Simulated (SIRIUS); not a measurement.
# NiMoIrPdW (P3m1) in SIRIUS: a series of runs, part 2 of 4

SIRIUS 7.12.0. The steps go on from the part before.

### Step 3. Equation of state, PBEsol, collinear spin, ferromagnetic start, 15.49 Å³/atom (volume scaled by 0.96)

Contents of sirius.json:

```json
{
  "control": {
    "processing_unit": "cpu",
    "std_evp_solver_name": "lapack",
    "gen_evp_solver_name": "lapack",
    "verbosity": 2,
    "print_forces": false,
    "ortho_rf": true,
    "use_second_variation": true,
    "rmt_max": 3.0,
    "num_bands_to_print": 24,
    "save_wf": true
  },
  "parameters": {
    "electronic_structure_method": "full_potential_lapwlo",
    "xc_functionals": ["XC_GGA_X_PBE_SOL", "XC_GGA_C_PBE_SOL"],
    "core_relativity": "dirac",
    "valence_relativity": "iora",
    "num_fv_states": 90,
    "smearing": "fermi_dirac",
    "smearing_width": 0.0018374661,
    "pw_cutoff": 22,
    "gk_cutoff": 4.25,
    "lmax_apw": 11,
    "lmax_rho": 8,
    "lmax_pot": 8,
    "num_mag_dims": 1,
    "auto_rmt": 0,
    "ngridk": [3, 3, 2],
    "shiftk": [0, 0, 0],
    "num_dft_iter": 80,
    "energy_tol": 1e-07,
    "density_tol": 1e-05,
    "use_symmetry": true
  },
  "settings": {"tol_ne": 1e-10},
  "iterative_solver": {"type": "exact"},
  "mixer": {"type": "anderson", "beta": 0.4, "max_history": 8},
  "unit_cell": {
    "lattice_vectors": [[7.7302207261, 0.0, 0.0], [-3.865110363, 6.694572108, -0.0], [0.0, -0.0, 10.0969728256]],
    "atom_types": ["Ir", "Mo", "Ni", "Pd", "W"],
    "atom_files": {"Ir": "Ir.json", "Mo": "Mo.json", "Ni": "Ni.json", "Pd": "Pd.json", "W": "W.json"},
    "atoms": {
      "Ir": [[0.33333, 0.66667, 0.25641, 0.0, 0.0, 0.6]],
      "Mo": [[0.66667, 0.33333, 0.45996, 0.0, 0.0, 1.0]],
      "Ni": [[0.0, 0.0, 0.02221, 0.0, 0.0, 1.0]],
      "Pd": [[0.33333, 0.66667, 0.74601, 0.0, 0.0, 0.0]],
      "W": [[0.66667, 0.33333, 0.99985, 0.0, 0.0, 0.0]]
    }
  }
}
```

Contents of Ir.json:

```json
{
  "name": "iridium",
  "symbol": "Ir",
  "number": 77,
  "mass": 192.217,
  "rmin": 1e-06,
  "rmt": 2.29,
  "nrmt": 800,
  "rinf": 13.6,
  "core": "1s2s2p3s3p3d4s4p4d",
  "valence": [
    {"basis": [{"enu": 0.25, "dme": 0, "n": 0, "auto": 0}, {"enu": 0.25, "dme": 1, "n": 0, "auto": 0}]},
[... 30 lines left out ...]
    {"l": 3, "basis": [{"enu": 0.35, "dme": 0, "n": 0, "auto": 0}, {"enu": 0.35, "dme": 1, "n": 0, "auto": 0}]},
    {
      "l": 3,
      "basis": [{"enu": -1.7196, "dme": 0, "n": 4, "auto": 1}, {"enu": -1.7196, "dme": 1, "n": 4, "auto": 1}]
    },
    {
      "l": 3,
      "basis": [{"enu": -1.7196, "dme": 1, "n": 4, "auto": 1}, {"enu": 0.35, "dme": 0, "n": 0, "auto": 0}]
    },
    {"l": 3, "basis": [{"enu": 0.35, "dme": 0, "n": 0, "auto": 0}, {"enu": 4.774, "dme": 0, "n": 0, "auto": 0}]},
    {"l": 4, "basis": [{"enu": 0.35, "dme": 0, "n": 0, "auto": 0}, {"enu": 0.35, "dme": 1, "n": 0, "auto": 0}]},
    {"l": 4, "basis": [{"enu": 0.35, "dme": 0, "n": 0, "auto": 0}, {"enu": 4.0113, "dme": 0, "n": 0, "auto": 0}]}
  ],
  "free_atom": [... radial grid and density of the free atom, the start of the SCF ...]
}
```

Contents of Mo.json:

```json
{
  "name": "molybdenum",
  "symbol": "Mo",
  "number": 42,
  "mass": 95.96,
[... 27 lines left out ...]
    },
    {
      "l": 1,
      "basis": [{"enu": -0.9213, "dme": 1, "n": 4, "auto": 1}, {"enu": 0.35, "dme": 0, "n": 0, "auto": 0}]
    },
    {"l": 1, "basis": [{"enu": 0.35, "dme": 0, "n": 0, "auto": 0}, {"enu": 4.1517, "dme": 0, "n": 0, "auto": 0}]},
    {"l": 2, "basis": [{"enu": 0.35, "dme": 0, "n": 0, "auto": 0}, {"enu": 0.35, "dme": 1, "n": 0, "auto": 0}]},
    {"l": 2, "basis": [{"enu": 0.35, "dme": 1, "n": 0, "auto": 0}, {"enu": 0.35, "dme": 2, "n": 0, "auto": 0}]},
    {
      "l": 2,
      "basis": [{"enu": -7.6378, "dme": 0, "n": 3, "auto": 1}, {"enu": -7.6378, "dme": 1, "n": 3, "auto": 1}]
    },
    {"l": 2, "basis": [{"enu": 0.35, "dme": 0, "n": 0, "auto": 0}, {"enu": 3.5731, "dme": 0, "n": 0, "auto": 0}]},
    {"l": 3, "basis": [{"enu": 0.35, "dme": 0, "n": 0, "auto": 0}, {"enu": 0.35, "dme": 1, "n": 0, "auto": 0}]},
    {"l": 3, "basis": [{"enu": 0.35, "dme": 0, "n": 0, "auto": 0}, {"enu": 3.945, "dme": 0, "n": 0, "auto": 0}]}
  ],
  "free_atom": [... radial grid and density of the free atom, the start of the SCF ...]
}
```

Contents of Ni.json:

```json
{
  "name": "nickel",
  "symbol": "Ni",
  "number": 28,
  "mass": 58.6934,
  "rmin": 1e-06,
  "rmt": 2.07,
  "nrmt": 800,
  "rinf": 14.89,
  "core": "1s2s2p",
  "valence": [
[... 24 lines left out ...]
      "basis": [{"enu": -2.0509, "dme": 1, "n": 3, "auto": 1}, {"enu": 0.35, "dme": 0, "n": 0, "auto": 0}]
    },
    {"l": 1, "basis": [{"enu": 0.35, "dme": 0, "n": 0, "auto": 0}, {"enu": 4.6441, "dme": 0, "n": 0, "auto": 0}]},
    {
      "l": 2,
      "basis": [{"enu": 0.3391, "dme": 0, "n": 0, "auto": 0}, {"enu": 0.3391, "dme": 1, "n": 0, "auto": 0}]
    },
    {
      "l": 2,
      "basis": [{"enu": 0.3391, "dme": 1, "n": 0, "auto": 0}, {"enu": 0.3391, "dme": 2, "n": 0, "auto": 0}]
    },
    {
      "l": 2,
      "basis": [{"enu": 0.3391, "dme": 0, "n": 0, "auto": 0}, {"enu": 3.9797, "dme": 0, "n": 0, "auto": 0}]
    },
    {"l": 3, "basis": [{"enu": 0.35, "dme": 0, "n": 0, "auto": 0}, {"enu": 0.35, "dme": 1, "n": 0, "auto": 0}]},
    {"l": 3, "basis": [{"enu": 0.35, "dme": 0, "n": 0, "auto": 0}, {"enu": 4.4108, "dme": 0, "n": 0, "auto": 0}]}
  ],
  "free_atom": [... radial grid and density of the free atom, the start of the SCF ...]
}
```

Contents of Pd.json:

```json
{
  "name": "palladium",
  "symbol": "Pd",
  "number": 46,
[... 19 lines left out ...]
    {
      "l": 1,
      "basis": [{"enu": -1.3749, "dme": 0, "n": 4, "auto": 1}, {"enu": -1.3749, "dme": 1, "n": 4, "auto": 1}]
    },
    {
      "l": 1,
      "basis": [{"enu": -1.3749, "dme": 1, "n": 4, "auto": 1}, {"enu": 0.35, "dme": 0, "n": 0, "auto": 0}]
    },
    {"l": 1, "basis": [{"enu": 0.35, "dme": 0, "n": 0, "auto": 0}, {"enu": 4.1517, "dme": 0, "n": 0, "auto": 0}]},
    {"l": 2, "basis": [{"enu": 0.35, "dme": 0, "n": 0, "auto": 0}, {"enu": 0.35, "dme": 1, "n": 0, "auto": 0}]},
    {"l": 2, "basis": [{"enu": 0.35, "dme": 1, "n": 0, "auto": 0}, {"enu": 0.35, "dme": 2, "n": 0, "auto": 0}]},
    {"l": 2, "basis": [{"enu": 0.35, "dme": 0, "n": 0, "auto": 0}, {"enu": 3.5731, "dme": 0, "n": 0, "auto": 0}]},
    {"l": 3, "basis": [{"enu": 0.35, "dme": 0, "n": 0, "auto": 0}, {"enu": 0.35, "dme": 1, "n": 0, "auto": 0}]},
    {"l": 3, "basis": [{"enu": 0.35, "dme": 0, "n": 0, "auto": 0}, {"enu": 3.945, "dme": 0, "n": 0, "auto": 0}]}
  ],
  "free_atom": [... radial grid and density of the free atom, the start of the SCF ...]
}
```

Contents of W.json:

```json
{
  "name": "tungsten",
  "symbol": "W",
  "number": 74,
  "mass": 183.84,
  "rmin": 1e-06,
  "rmt": 2.29,
  "nrmt": 800,
  "rinf": 14.93,
  "core": "1s2s2p3s3p3d4s4p4d",
  "valence": [
    {"basis": [{"enu": 0.25, "dme": 0, "n": 0, "auto": 0}, {"enu": 0.25, "dme": 1, "n": 0, "auto": 0}]},
[... 30 lines left out ...]
    {"l": 3, "basis": [{"enu": 0.35, "dme": 0, "n": 0, "auto": 0}, {"enu": 0.35, "dme": 1, "n": 0, "auto": 0}]},
    {
      "l": 3,
      "basis": [{"enu": -0.7162, "dme": 0, "n": 4, "auto": 1}, {"enu": -0.7162, "dme": 1, "n": 4, "auto": 1}]
    },
    {
      "l": 3,
      "basis": [{"enu": -0.7162, "dme": 1, "n": 4, "auto": 1}, {"enu": 0.35, "dme": 0, "n": 0, "auto": 0}]
    },
    {"l": 3, "basis": [{"enu": 0.35, "dme": 0, "n": 0, "auto": 0}, {"enu": 4.774, "dme": 0, "n": 0, "auto": 0}]},
    {"l": 4, "basis": [{"enu": 0.35, "dme": 0, "n": 0, "auto": 0}, {"enu": 0.35, "dme": 1, "n": 0, "auto": 0}]},
    {"l": 4, "basis": [{"enu": 0.35, "dme": 0, "n": 0, "auto": 0}, {"enu": 4.0113, "dme": 0, "n": 0, "auto": 0}]}
  ],
  "free_atom": [... radial grid and density of the free atom, the start of the SCF ...]
}
```

Contents of sirius_start.json:

```json
{
  "control": {
    "processing_unit": "cpu",
    "std_evp_solver_name": "lapack",
    "gen_evp_solver_name": "lapack",
    "verbosity": 1,
    "print_forces": false,
    "ortho_rf": true,
    "use_second_variation": true,
    "rmt_max": 3.0,
    "num_bands_to_print": 24,
    "save_wf": false
  },
  "parameters": {
    "electronic_structure_method": "full_potential_lapwlo",
    "xc_functionals": ["XC_LDA_X", "XC_LDA_C_PW"],
    "core_relativity": "dirac",
    "valence_relativity": "iora",
    "num_fv_states": 90,
    "smearing": "fermi_dirac",
    "smearing_width": 0.0055123983,
    "pw_cutoff": 22,
    "gk_cutoff": 3.4,
    "lmax_apw": 11,
    "lmax_rho": 8,
    "lmax_pot": 8,
    "num_mag_dims": 1,
    "auto_rmt": 0,
    "ngridk": [1, 1, 1],
    "shiftk": [0, 0, 0],
    "num_dft_iter": 30,
    "energy_tol": 0.01,
    "density_tol": 0.05,
    "use_symmetry": true
  },
  "settings": {"tol_ne": 1e-10},
  "iterative_solver": {"type": "exact"},
  "mixer": {"type": "anderson", "beta": 0.4, "max_history": 8},
  "unit_cell": {
    "lattice_vectors": [[7.7302207261, 0.0, 0.0], [-3.865110363, 6.694572108, -0.0], [0.0, -0.0, 10.0969728256]],
    "atom_types": ["Ir", "Mo", "Ni", "Pd", "W"],
    "atom_files": {"Ir": "Ir.json", "Mo": "Mo.json", "Ni": "Ni.json", "Pd": "Pd.json", "W": "W.json"},
    "atoms": {
      "Ir": [[0.33333, 0.66667, 0.25641, 0.0, 0.0, 0.6]],
      "Mo": [[0.66667, 0.33333, 0.45996, 0.0, 0.0, 1.0]],
      "Ni": [[0.0, 0.0, 0.02221, 0.0, 0.0, 1.0]],
      "Pd": [[0.33333, 0.66667, 0.74601, 0.0, 0.0, 0.0]],
      "W": [[0.66667, 0.33333, 0.99985, 0.0, 0.0, 0.0]]
    }
  }
}
```

Potentials or basis: all-electron FP-LAPW, apw+lo standard.

Started as:

```
$ OMP_NUM_THREADS=2 sirius.scf --input=sirius_start.json --output=start.json
$ OMP_NUM_THREADS=2 sirius.scf --input=sirius.json --output=output.json --task=1
```

Run time: 7.9 min. Hardware: 2 threads of Intel Xeon 6975P-C (Granite Rapids), shared host; peak memory 1.4 GiB.

The run converged, but some of its settings lie outside the range that counts as converged, so its numbers aren't taken as properties of the crystal.

What came out:

```yaml
Free_energy: -1214337.1785 eV
Band_gap_on_the_k_mesh: none (metal or under the smearing width)
Net_moment: 0.00 μB per cell
All_electrons_inside_the_program's_atomic_spheres: Ni 26.66; Mo 39.26; Pd 43.99; Ir 74.71; W 71.35 (radii Ir 2.29, Mo 2.2, Ni 2.07, Pd 2.2, W 2.29 bohr)
```

Caveat: the k mesh is coarse (spacing up to 0.59 Å⁻¹), so the values aren't converged.

### Step 4. Equation of state, PBEsol, collinear spin, ferromagnetic start, 15.81 Å³/atom (volume scaled by 0.98)

Edit sirius.json of step 3 so:

```diff
@@ -39,3 +39,3 @@
   "unit_cell": {
-    "lattice_vectors": [[7.7302207261, 0.0, 0.0], [-3.865110363, 6.694572108, -0.0], [0.0, -0.0, 10.0969728256]],
+    "lattice_vectors": [[7.7835342778, 0.0, 0.0], [-3.8917671388, 6.7407430298, -0.0], [0.0, -0.0, 10.1666093215]],
     "atom_types": ["Ir", "Mo", "Ni", "Pd", "W"],
```

Contents of Ir.json:

```json
{
  "name": "iridium",
  "symbol": "Ir",
  "number": 77,
  "mass": 192.217,
  "rmin": 1e-06,
  "rmt": 2.29,
  "nrmt": 800,
  "rinf": 13.6,
  "core": "1s2s2p3s3p3d4s4p4d",
  "valence": [
    {"basis": [{"enu": 0.24, "dme": 0, "n": 0, "auto": 0}, {"enu": 0.24, "dme": 1, "n": 0, "auto": 0}]},
[... 30 lines left out ...]
    {"l": 3, "basis": [{"enu": 0.34, "dme": 0, "n": 0, "auto": 0}, {"enu": 0.34, "dme": 1, "n": 0, "auto": 0}]},
    {
      "l": 3,
      "basis": [{"enu": -1.7296, "dme": 0, "n": 4, "auto": 1}, {"enu": -1.7296, "dme": 1, "n": 4, "auto": 1}]
    },
    {
      "l": 3,
      "basis": [{"enu": -1.7296, "dme": 1, "n": 4, "auto": 1}, {"enu": 0.34, "dme": 0, "n": 0, "auto": 0}]
    },
    {"l": 3, "basis": [{"enu": 0.34, "dme": 0, "n": 0, "auto": 0}, {"enu": 4.764, "dme": 0, "n": 0, "auto": 0}]},
    {"l": 4, "basis": [{"enu": 0.34, "dme": 0, "n": 0, "auto": 0}, {"enu": 0.34, "dme": 1, "n": 0, "auto": 0}]},
    {"l": 4, "basis": [{"enu": 0.34, "dme": 0, "n": 0, "auto": 0}, {"enu": 4.0013, "dme": 0, "n": 0, "auto": 0}]}
  ],
  "free_atom": [... radial grid and density of the free atom, the start of the SCF ...]
}
```

Contents of Mo.json:

```json
{
  "name": "molybdenum",
  "symbol": "Mo",
  "number": 42,
  "mass": 95.96,
[... 27 lines left out ...]
    },
    {
      "l": 1,
      "basis": [{"enu": -0.9313, "dme": 1, "n": 4, "auto": 1}, {"enu": 0.34, "dme": 0, "n": 0, "auto": 0}]
    },
    {"l": 1, "basis": [{"enu": 0.34, "dme": 0, "n": 0, "auto": 0}, {"enu": 4.1417, "dme": 0, "n": 0, "auto": 0}]},
    {"l": 2, "basis": [{"enu": 0.34, "dme": 0, "n": 0, "auto": 0}, {"enu": 0.34, "dme": 1, "n": 0, "auto": 0}]},
    {"l": 2, "basis": [{"enu": 0.34, "dme": 1, "n": 0, "auto": 0}, {"enu": 0.34, "dme": 2, "n": 0, "auto": 0}]},
    {
      "l": 2,
      "basis": [{"enu": -7.6478, "dme": 0, "n": 3, "auto": 1}, {"enu": -7.6478, "dme": 1, "n": 3, "auto": 1}]
    },
    {"l": 2, "basis": [{"enu": 0.34, "dme": 0, "n": 0, "auto": 0}, {"enu": 3.5631, "dme": 0, "n": 0, "auto": 0}]},
    {"l": 3, "basis": [{"enu": 0.34, "dme": 0, "n": 0, "auto": 0}, {"enu": 0.34, "dme": 1, "n": 0, "auto": 0}]},
    {"l": 3, "basis": [{"enu": 0.34, "dme": 0, "n": 0, "auto": 0}, {"enu": 3.935, "dme": 0, "n": 0, "auto": 0}]}
  ],
  "free_atom": [... radial grid and density of the free atom, the start of the SCF ...]
}
```

Contents of Ni.json:

```json
{
  "name": "nickel",
  "symbol": "Ni",
  "number": 28,
  "mass": 58.6934,
  "rmin": 1e-06,
  "rmt": 2.07,
  "nrmt": 800,
  "rinf": 14.89,
  "core": "1s2s2p",
  "valence": [
[... 24 lines left out ...]
      "basis": [{"enu": -2.0609, "dme": 1, "n": 3, "auto": 1}, {"enu": 0.34, "dme": 0, "n": 0, "auto": 0}]
    },
    {"l": 1, "basis": [{"enu": 0.34, "dme": 0, "n": 0, "auto": 0}, {"enu": 4.6341, "dme": 0, "n": 0, "auto": 0}]},
    {
      "l": 2,
      "basis": [{"enu": 0.3291, "dme": 0, "n": 0, "auto": 0}, {"enu": 0.3291, "dme": 1, "n": 0, "auto": 0}]
    },
    {
      "l": 2,
      "basis": [{"enu": 0.3291, "dme": 1, "n": 0, "auto": 0}, {"enu": 0.3291, "dme": 2, "n": 0, "auto": 0}]
    },
    {
      "l": 2,
      "basis": [{"enu": 0.3291, "dme": 0, "n": 0, "auto": 0}, {"enu": 3.9697, "dme": 0, "n": 0, "auto": 0}]
    },
    {"l": 3, "basis": [{"enu": 0.34, "dme": 0, "n": 0, "auto": 0}, {"enu": 0.34, "dme": 1, "n": 0, "auto": 0}]},
    {"l": 3, "basis": [{"enu": 0.34, "dme": 0, "n": 0, "auto": 0}, {"enu": 4.4008, "dme": 0, "n": 0, "auto": 0}]}
  ],
  "free_atom": [... radial grid and density of the free atom, the start of the SCF ...]
}
```

Contents of Pd.json:

```json
{
  "name": "palladium",
  "symbol": "Pd",
  "number": 46,
[... 19 lines left out ...]
    {
      "l": 1,
      "basis": [{"enu": -1.3849, "dme": 0, "n": 4, "auto": 1}, {"enu": -1.3849, "dme": 1, "n": 4, "auto": 1}]
    },
    {
      "l": 1,
      "basis": [{"enu": -1.3849, "dme": 1, "n": 4, "auto": 1}, {"enu": 0.34, "dme": 0, "n": 0, "auto": 0}]
    },
    {"l": 1, "basis": [{"enu": 0.34, "dme": 0, "n": 0, "auto": 0}, {"enu": 4.1417, "dme": 0, "n": 0, "auto": 0}]},
    {"l": 2, "basis": [{"enu": 0.34, "dme": 0, "n": 0, "auto": 0}, {"enu": 0.34, "dme": 1, "n": 0, "auto": 0}]},
    {"l": 2, "basis": [{"enu": 0.34, "dme": 1, "n": 0, "auto": 0}, {"enu": 0.34, "dme": 2, "n": 0, "auto": 0}]},
    {"l": 2, "basis": [{"enu": 0.34, "dme": 0, "n": 0, "auto": 0}, {"enu": 3.5631, "dme": 0, "n": 0, "auto": 0}]},
    {"l": 3, "basis": [{"enu": 0.34, "dme": 0, "n": 0, "auto": 0}, {"enu": 0.34, "dme": 1, "n": 0, "auto": 0}]},
    {"l": 3, "basis": [{"enu": 0.34, "dme": 0, "n": 0, "auto": 0}, {"enu": 3.935, "dme": 0, "n": 0, "auto": 0}]}
  ],
  "free_atom": [... radial grid and density of the free atom, the start of the SCF ...]
}
```

Contents of W.json:

```json
{
  "name": "tungsten",
  "symbol": "W",
  "number": 74,
  "mass": 183.84,
  "rmin": 1e-06,
  "rmt": 2.29,
  "nrmt": 800,
  "rinf": 14.93,
  "core": "1s2s2p3s3p3d4s4p4d",
  "valence": [
    {"basis": [{"enu": 0.24, "dme": 0, "n": 0, "auto": 0}, {"enu": 0.24, "dme": 1, "n": 0, "auto": 0}]},
[... 30 lines left out ...]
    {"l": 3, "basis": [{"enu": 0.34, "dme": 0, "n": 0, "auto": 0}, {"enu": 0.34, "dme": 1, "n": 0, "auto": 0}]},
    {
      "l": 3,
      "basis": [{"enu": -0.7262, "dme": 0, "n": 4, "auto": 1}, {"enu": -0.7262, "dme": 1, "n": 4, "auto": 1}]
    },
    {
      "l": 3,
      "basis": [{"enu": -0.7262, "dme": 1, "n": 4, "auto": 1}, {"enu": 0.34, "dme": 0, "n": 0, "auto": 0}]
    },
    {"l": 3, "basis": [{"enu": 0.34, "dme": 0, "n": 0, "auto": 0}, {"enu": 4.764, "dme": 0, "n": 0, "auto": 0}]},
    {"l": 4, "basis": [{"enu": 0.34, "dme": 0, "n": 0, "auto": 0}, {"enu": 0.34, "dme": 1, "n": 0, "auto": 0}]},
    {"l": 4, "basis": [{"enu": 0.34, "dme": 0, "n": 0, "auto": 0}, {"enu": 4.0013, "dme": 0, "n": 0, "auto": 0}]}
  ],
  "free_atom": [... radial grid and density of the free atom, the start of the SCF ...]
}
```

Edit sirius_start.json of step 3 so:

```diff
@@ -39,3 +39,3 @@
   "unit_cell": {
-    "lattice_vectors": [[7.7302207261, 0.0, 0.0], [-3.865110363, 6.694572108, -0.0], [0.0, -0.0, 10.0969728256]],
+    "lattice_vectors": [[7.7835342778, 0.0, 0.0], [-3.8917671388, 6.7407430298, -0.0], [0.0, -0.0, 10.1666093215]],
     "atom_types": ["Ir", "Mo", "Ni", "Pd", "W"],
```

Started as:

```
$ OMP_NUM_THREADS=2 sirius.scf --input=sirius_start.json --output=start.json
$ OMP_NUM_THREADS=2 sirius.scf --input=sirius.json --output=output.json --task=1
```

It took 7.7 min on 2 threads of Intel Xeon 6975P-C (Granite Rapids), shared host; peak memory 1.4 GiB.

The run converged, but some of its settings lie outside the range that counts as converged, so its numbers aren't taken as properties of the crystal.

Results:

* Free energy: -1214337.1784 eV
* Band gap on the k mesh: none (metal or under the smearing width)
* Net moment: 0.00 μB per cell
* All electrons inside the program's atomic spheres: Ni 26.64; Mo 39.24; Pd 43.97; Ir 74.68; W 71.32 (radii Ir 2.29, Mo 2.2, Ni 2.07, Pd 2.2, W 2.29 bohr)

Caveat: the k mesh is coarse (spacing up to 0.59 Å⁻¹), so the values aren't converged.

[end of part 2 of 4]
